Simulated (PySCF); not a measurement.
# The bond of CeO, level by level

What are the lowest state that PBE0 finds, the bond length, vibrational wavenumber and bond energy of CeO, and how much do these hang on the method?

Program: PySCF 2.14.0. Level of theory: Ce x2c-SVPall, O x2c-SVPall, spin-free X2C with a Gaussian nucleus. These are calculated values, not measurements.

## 1. Input

Settings of the job:

* atoms: Ce, O
* charge: 0
* basis: Ce x2c-SVPall, O x2c-SVPall
* Hamiltonian: spin-free X2C with a Gaussian nucleus
* basis functions: 99
* electrons treated: 66
* masses in u: 139.9054, 15.9949
* levels: PBE0, PBE, r²SCAN, M06-2X, B97-3, LC-ωPBE, HF, MP2, SCS-MP2, CCSD, CCSD(T)
* grid: 80 radial by 434 angular points
* occupations: held fixed by the projection of orbital angular momentum
* dissociation limit: Ce + O, each in its ground configuration
* starting distance in angstrom: 1.932
* values of 2S to try: 0, 2, 4

Launch:

```sh
OMP_NUM_THREADS=2 python dia.py task.json out
```

Further steps of the session: First curve: PBE0; Higher solutions at PBE0; PBE; r²SCAN; M06-2X (hybrid meta-GGA); B97-3 (global hybrid GGA); LC-ωPBE; UHF (mean field); Correlated methods on the Hartree–Fock reference.

**Question.** What will these runs give? Wanted: for each run, Re; ωe; De; μ.

As calculated:

Lowest PBE0 solution found, without spin–orbit coupling: ³Δ (triplet), unpaired electrons σ ↑, δ ↑, about 1.3 electrons in the 4f shell (Mulliken). State 2 has its PBE0 minimum 0.04 eV higher, as a spin-mixed determinant (⟨S²⟩ = 1.00), so this is no gap between pure states. The other levels ran on the lowest alone.

| level | Re (Å) | ωe (cm⁻¹) | De (eV) | μ (D) |
| --- | --- | --- | --- | --- |
| UHF | 1.797 | 888 | 4.75 | -3.54 |
| UHF-CCSD | 1.802 | 882 | 7.60 | n/a |
| UHF-CCSD(T) | 1.813 | 852 | 7.88 | n/a |
| PBE | 1.800 | 855 | 9.47 | -2.91 |
| r²SCAN | 1.795 | 866 | 8.77 | -2.97 |
| PBE0 | 1.785 | 888 | 8.53 | -2.98 |
| B97-3 | 1.789 | 885 | 8.39 | -3.07 |
| M06-2X | 1.797 | 884 | 7.86 | -3.26 |
| LC-ωPBE | 1.771 | 918 | 9.06 | -2.38 |

De is counted to Ce + O in their ground configurations. A positive dipole means Ce(−)O(+). No constants: UHF-MP2 (the points don't follow one smooth fit); UHF-SCS-MP2 (the points don't follow one smooth fit).

Differences from CCSD(T) in the same basis:

| level | Re (mÅ) | ωe (%) |
| --- | --- | --- |
| UHF | -16 | +4.2 |
| UHF-CCSD | -11 | +3.5 |
| PBE | -13 | +0.4 |
| r²SCAN | -18 | +1.6 |
| PBE0 | -28 | +4.2 |
| B97-3 | -24 | +3.9 |
| M06-2X | -16 | +3.7 |
| LC-ωPBE | -42 | +7.7 |

**Reading.** Against CCSD(T) in the same basis, the bond length is nearest at UHF-CCSD (-11 mÅ) and farthest at LC-ωPBE (-42 mÅ); the wavenumber is nearest at PBE (+0.4 %) and farthest at LC-ωPBE (+7.7 %). Hartree–Fock makes the bond too short and too stiff against this reference, as it mostly does. CCSD(T) in a basis this small is itself some way from its limit, more so than the functionals. Of the levels with a De here, UHF gives the least (4.75 eV) and PBE the most (9.47 eV).

Correlated steps freeze 19 core orbitals. Spin–orbit coupling is left out, which matters for elements this heavy, above all for dissociation energies. The state is the lowest single determinant that the PBE0 search found; with open d or f shells the true ground state can be another one. With spin–orbit coupling the term label itself may not hold.
